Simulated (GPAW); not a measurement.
The system is BaTiO3.

```
Ba Ti O
1.0
     4.00600    0.00000    0.00000
     0.00000    4.00600    0.00000
     0.00000    0.00000    4.00600
Ba Ti O
1 1 3
Direct
  0.50000 0.50000 0.50000
  0.00000 0.00000 0.00000
  0.00000 0.00000 0.50000
  0.00000 0.50000 0.00000
  0.50000 0.00000 0.00000
```

Base run:

| Property | Result |
| --- | --- |
| Program | GPAW 26.7.0 |
| Functional | PBEsol |
| Potentials or basis | PAW data sets generated in the run's folder for this functional |
| Cutoff | 800 eV |
| Basis | pw |
| k mesh | 7 × 7 × 7 |
| Occupations | fermi-dirac, width 0.05 eV |
| Spin | no spin polarisation |
| Hubbard terms | Ti d U = 4 eV |

Its results: band gap on the k mesh 2.35 eV, indirect (least direct gap 2.46 eV); pressure -1.4 GPa.

Problem. The run is repeated on the same cell with these changes: hubbard terms from Ti d U = 4 eV to Ti d U = 3 eV. What comes out?

Solution. Band gap on the k mesh 2.20 eV, indirect (least direct gap 2.30 eV); pressure -1.8 GPa.

Caveats: spin-orbit coupling is left out, which moves the levels of the heavy elements.

A k mesh can miss the band edges.
